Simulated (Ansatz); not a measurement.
C2H4SSi, SMILES C#CS[SiH3], a rigid torsion scan

Program: Ansatz 0.2.0, Python API.

Notebook, run cell by cell (the value of a cell's last expression is shown):

**Cell 1**
```python
import ansatz as az
from ase import Atoms
```

**Cell 2**
```python
SETTINGS = {
    "basis": "cc-pVDZ",
    "functional": "pbe0",
    "fmax": 0.02,
    "method": "mp2",
}
```

**Cell 3**
```python
atoms = Atoms(["C", "C", "S", "Si", "H", "H", "H", "H"], positions=[
    (2.1795, 1.116, 0.09),
    (1.436, 0.2248, 0.379),
    (0.4531, -1.0941, 0.8033),
    (-1.3183, -0.6457, -0.1221),
    (2.7529, 1.9786, -0.203),
    (-1.921, 0.6432, 0.4083),
    (-1.1746, -0.5492, -1.5838),
    (-2.3156, -1.7309, 0.1726),
])
```

**Cell 4**
```python
first = (
    az.Crystal.molecule_from_ase(atoms).calculation()
    .basis(gaussian=SETTINGS["basis"])
    .functional(SETTINGS["functional"])
    .relax(force_tolerance=SETTINGS["fmax"], max_steps=80)
)
atoms.positions = first.run(threads=1).report["positions_ang"]
```

**Cell 5**
```python
start = atoms.get_dihedral(5, 3, 2, 1)
energies = {}
for turn in range(0, 360, 30):
    turned = atoms.copy()
    turned.set_dihedral(5, 3, 2, 1, start + turn, indices=[0, 1, 2, 4])
    job = (
        az.Crystal.molecule_from_ase(turned).calculation()
        .basis(gaussian=SETTINGS["basis"])
        .correlation(SETTINGS["method"])
    )
    energies[round((start + turn) % 360)] = job.run(threads=1).report["free_energy_ev"]
floor = min(energies.values())
print("dihedral H5-Si3-S2-C1 (deg)   E - E(min) (eV)")
for angle, e in sorted(energies.items()):
    print(f"{angle:8d} {(e - floor):14.3f}  " + "#" * int(30 * (e - floor) / max(max(energies.values()) - floor, 1e-9)))
```
Output:
```text
dihedral H5-Si3-S2-C1 (deg)   E - E(min) (eV)
      29          0.077  ####################
      59          0.028  #######
      89          0.063  ################
     119          0.108  ############################
     149          0.064  ################
     179          0.028  #######
     209          0.076  ####################
     239          0.113  ##############################
     269          0.051  #############
     299          0.000
     329          0.051  #############
     359          0.113  #############################
```

The lowest point is at 299° and the highest at 239°, 0.113 eV (10.9 kJ/mol) above it, with the rest of the molecule held.

What to keep in mind:
- The scan is rigid and the energies are electronic, in a modest basis. With rigid groups the curve can differ much from the relaxed path, the start wasn't checked as a minimum of this torsion, and equivalent turns needn't return to the same energy.
- The start is relaxed with a density functional and scanned with the wavefunction method, so it isn't exactly that method's minimum.
- Wall time of the script: 44 s on 1 thread of Arm Neoverse V1, on a shared host, peak memory 0.24 GiB.
